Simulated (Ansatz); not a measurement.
# TaVH4: the cost of one run

All numbers are computed with the Python package of Ansatz 0.2.0. The levels of theory stand in the script.

## 1. Starting point

Symmetry: R-3m, No. 166, trigonal system. The conventional cell has a = 3.107 Å, b = 3.107 Å, c = 15.218 Å, α = 90.00°, β = 90.00°, γ = 120.00°. Ta (site symmetry -3m) has 8 H at 1.93 to 1.96 Å as nearest neighbours. Around V (site symmetry -3m) lie 8 H at 1.82 to 1.88 Å. Around H (site symmetry 3m) lie 1 V at 1.82 Å and 3 Ta at 1.93 Å. H (site symmetry 3m) has 3 V at 1.88 Å and 1 Ta at 1.96 Å as nearest neighbours.

No structure file is read: the coordinates are typed or built in the script.

## 2. The script

The input, tavh4_pipeline.py:

```python
"""From the given cell of TaVH4 to a relaxed cell, its gap and its density of states."""

import warnings

import ansatz as az
import numpy as np
from pymatgen.core import Lattice, Structure
from pymatgen.io.ase import AseAtomsAdaptor


def count_gap(report):
    # lowest empty less highest filled band, counting bands; zero where they overlap
    return max(report.get("gap_by_band_count_ev") or 0.0, 0.0)


def setup_for(crystal, spacing):
    return (
        crystal.calculation()
        .functional(az.Functional.LDA)
        .basis(630, xc_grid=3)
        .occupations("Methfessel-Paxton")
        .spin(az.SpinTreatment.COLLINEAR)
        .scf(max_iterations=150)
        .kpoints(spacing=spacing)
    )

warnings.simplefilter("ignore", az.DeckWarning)

pmg_structure = Structure(
    Lattice([(1.55367, 0.89701, 5.07252), (-1.55367, 0.89701, 5.07252), (0.0, -1.79402, 5.07252)]),
    ["Ta", "V", "H", "H", "H", "H"],
    [
        (0.0, 0.0, 0.0),
        (0.5, 0.5, 0.5),
        (0.61985, 0.61985, 0.61985),
        (0.12904, 0.12904, 0.12904),
        (0.87096, 0.87096, 0.87096),
        (0.38015, 0.38015, 0.38015),
    ],
)
tavh4 = az.Crystal.from_ase(AseAtomsAdaptor.get_atoms(pmg_structure)).moments(V=1.5)

relaxed = setup_for(tavh4, 0.3).relax(cell=True, force_tolerance=0.01, max_steps=40).checkpoint(write="relax.run", compress=False).run(threads=1, backend="cpu")
cell = np.asarray(relaxed.lattice.cell_ang)
print("relaxed edges (A):", np.linalg.norm(cell, axis=1).round(4), " volume:", round(abs(np.linalg.det(cell)), 3), "A^3")
for site in relaxed.lattice.sites:
    print(" ", site.symbol, np.round(site.position_frac, 4) + 0.0)

final = az.Crystal.from_checkpoint("relax.run")
outcome = setup_for(final, 0.22).functional("pbesol").stress().band_table().density_of_states(energy_step=0.05).run(threads=1, backend="cpu")
data = outcome.report
dos = outcome.density_of_states()
print(f"pressure at the relaxed cell {np.trace(data['stress_gpa']) / 3:.3f} GPa, gap by band count {count_gap(data):.3f} eV")
if count_gap(data) == 0:
    print("states/eV at the Fermi level:", round(float(np.interp(dos.fermi_ev, dos.energies_ev, dos.spin_summed_g_bin_mean_per_ev)), 3))
print("site moments (muB):", [round(m, 2) for m in data["site_moments_mub"]])
print("electrons up, down:", [round(n, 3) for n in data["spin_occupation_sums"]])
```

## 3. What the engine is handed

The package turns the script's settings into the engine's input (first run):

```yaml
crystal:
  lattice:
    - [1.55367, 0.89701, 5.07252]
    - [-1.55367, 0.89701, 5.07252]
    - [0.0, -1.79402, 5.07252]
  atoms:
    - { symbol: Ta, position: [0.0, 0.0, 0.0] }
    - { symbol: V, position: [0.49999999999999994, 0.49999999999999994, 0.49999999999999994] }
    - { symbol: H, position: [0.61985, 0.61985, 0.61985] }
    - { symbol: H, position: [0.12904, 0.12904, 0.12904] }
    - { symbol: H, position: [0.87096, 0.87096, 0.87096] }
    - { symbol: H, position: [0.38015, 0.38015, 0.38015] }
basis:
  ecutwfc: 630.0
  xc_grid: 3
kpoints:
  mp_grid:
    kspacing: 0.3
hamiltonian:
  xc: lda
magnetization:
  spin_polarized: true
  per_species:
    V: 1.5
scf:
  max_iter: 150
  occupations:
    method: methfessel_paxton
relax:
  f_tol: 0.01
  max_steps: 40
  cell: {}
checkpoint:
  write: relax.run
  compress: false
```

## 4. Running it

Started as:

```console
$ python tavh4_pipeline.py
```

Q: Estimate wall time and peak memory on 1 thread of Arm Neoverse N1, shared host.

About 5 min, with a peak of 0.8 GiB.
